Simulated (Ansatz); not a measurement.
# CH5NSSn: one species, many methods

The task here is to estimate one member of a computed series from the others.

Program: Ansatz 0.2.0, Gaussian basis. Level of theory: functionals in def2-TZVPP, the program's frozen cores in correlated methods. These are calculated values, not measurements.

The runs, in order: LDA (SPW92), PBE-D4, revPBE-D4, BLYP-D4, r2SCAN-D4, B97M-V, PBE0-D4, B3LYP-D4, r2SCANh-D4, r2SCAN0-D4, HSE06-D4, BHLYP-D4, CAM-B3LYP-D4, LC-ωPBE, ωB97X-V, ωB97M-V, B2PLYP, PBE-QIDH; CCSD(T)/def2-SVP; CCSD(T)/def2-TZVPP; MP2/def2-QZVPP; extrapolation to the limit; RPA on PBE.

### The geometry

The geometry comes from an earlier relaxation with PBE0-D4 in a triple-zeta def2 set; it is a stationary point, not always the lowest conformer. Sn takes the def2 core potential; no spin-orbit term is included.

9 atoms, charge 0, spin multiplicity 1.

Atoms are counted from 1 here; the program's logs count them from 0.

Bond lengths: C1–S2 1.812 Å, C1–H5 1.090 Å, C1–H6 1.091 Å, C1–H7 1.091 Å, S2–Sn3 2.436 Å, Sn3–N4 2.016 Å, N4–H8 1.008 Å, N4–H9 1.008 Å. Angles: S2–C1–H5 107.3°, S2–C1–H6 111.3°, S2–C1–H7 111.3°, H5–C1–H6 108.5°, H5–C1–H7 108.5°, H6–C1–H7 109.9°, C1–S2–Sn3 106.3°, S2–Sn3–N4 96.9°, Sn3–N4–H8 127.0°, Sn3–N4–H9 121.7°, H8–N4–H9 111.3°.

The first run:

Contents of in.yaml:

```yaml
crystal:
  periodic: [false, false, false]
  atoms:
    - {symbol: C, position_ang: [-0.954900, 0.380426, 0.973855]}
    - {symbol: S, position_ang: [0.668730, 0.288334, 1.772203]}
    - {symbol: Sn, position_ang: [2.245955, -0.372421, 0.037244]}
    - {symbol: N, position_ang: [0.911724, -0.492347, -1.469428]}
    - {symbol: H, position_ang: [-1.675861, 0.673955, 1.736936]}
    - {symbol: H, position_ang: [-0.964368, 1.130517, 0.182227]}
    - {symbol: H, position_ang: [-1.253096, -0.588139, 0.570916]}
    - {symbol: H, position_ang: [-0.079054, -0.315781, -1.417638]}
    - {symbol: H, position_ang: [1.189469, -0.750844, -2.403316]}
basis:
  gaussian: {orbitals: def2-TZVPP}
hamiltonian: {xc: lda}
output: {orbitals: {seedname: orbitals}}
```

On the command line:

```sh
$ ansatz run in.yaml --threads 4 --pin off --events-out ev --progress --plain --max-ram 10444MiB
```

Among the steps run: LDA; PBE-D4 (GGA); revPBE-D4 (GGA); BLYP-D4 (GGA); r2SCAN-D4 (meta-GGA); B97M-V (meta-GGA); B3LYP-D4 (hybrid); r2SCANh-D4 (hybrid); r2SCAN0-D4 (hybrid); HSE06-D4 (hybrid); BHLYP-D4 (hybrid); CAM-B3LYP-D4 (range-separated); LC-ωPBE (range-separated); ωB97X-V (range-separated); ωB97M-V (range-separated); B2PLYP (double hybrid); PBE-QIDH (double hybrid).

One table of the session follows, with a row left open; its other results are not shown here.

It belongs to the step «Orbital energies across the functionals». 

```
  functional  HOMO (eV)  LUMO (eV)  gap (eV)
 LDA (SPW92)      -5.64      -2.53      3.10
      PBE-D4      -5.49      -2.32      3.17
   revPBE-D4      -5.43      -2.24      3.20
     BLYP-D4      -5.32      -2.23      3.09
   r2SCAN-D4      -5.75      -2.26      3.50
      B97M-V      -5.78      -2.26      3.53
     PBE0-D4      -6.64      -1.69      4.95
    B3LYP-D4      -6.40      -1.89      4.50
  r2SCANh-D4      -6.17      -2.01      4.16
  r2SCAN0-D4      -6.82      -1.65      5.16
    HSE06-D4      -6.25      -2.05      4.20
    BHLYP-D4      -7.60      -1.00      6.60
CAM-B3LYP-D4      -7.90      -0.80      7.10
     LC-ωPBE      -9.14       0.20      9.34
     ωB97X-V          ?          ?         ?
     ωB97M-V      -8.75      -0.01      8.74
```

Estimate the missing values for ωB97X-V.

The run gave: HOMO (eV): -8.85; LUMO (eV): 0.13; gap (eV): 8.98. In the column «HOMO (eV)» it lies between LC-ωPBE (-9.14) and ωB97M-V (-8.75).
